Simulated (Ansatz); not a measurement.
The system is CuSn3.

```
CELL_PARAMETERS angstrom
-2.23990 2.23990 4.87070
2.23990 -2.23990 4.87070
2.23990 2.23990 -4.87070
ATOMIC_POSITIONS crystal
Sn 0.50000 0.50000 0.00000
Sn 0.25000 0.75000 0.50000
Sn 0.75000 0.25000 0.50000
Cu 0.00000 0.00000 0.00000
```

The cell comes from a database or a generator and needn't be the stable form of this composition.

```yaml
Program: Ansatz 0.2.0
Task: single point
Functional: PBEsol
Potentials_or_basis: all-electron LAPW, scalar-relativistic
Cutoff: 188 eV (chosen from the basis error)
Basis_error_allowed: 0.001 eV/atom
k_mesh: 8 × 8 × 8
Occupations: fermi-dirac, width 0.05 eV
Spin: no spin polarisation
```

On this cell: pressure -4.1 GPa; largest force under 0.003 eV/Å; band gap on the k mesh none (metal or under the smearing width).

The same run follows on a disturbed copy (atoms moved at random, drawn with an rms of 0.05 Å):

```
Sn Cu
1.0
    -2.23990    2.23990    4.87070
     2.23990   -2.23990    4.87070
     2.23990    2.23990   -4.87070
Sn Cu
3 1
Direct
  0.51647 0.50663 0.02347
  0.25575 0.74406 0.49761
  0.75240 0.24534 0.49534
  0.01581 0.99830 0.00891
```

Q: What does the disturbed cell give?

A: The energy (extrapolated to zero smearing) moves by +0.7 meV/atom; pressure -4.1 GPa; largest force 0.083 eV/Å; band gap on the k mesh none (metal or under the smearing width).

Forces in eV/Å, atoms in the order of the input:
```
Sn  -0.045 -0.051  0.047
Sn   0.035 -0.024 -0.028
Sn   0.008  0.047 -0.028
Cu   0.001  0.028  0.009
```

Stress tensor (GPa, compression positive):
```
-3.97 -0.02 -0.04
-0.02 -3.97 -0.09
-0.04 -0.09 -4.26
```
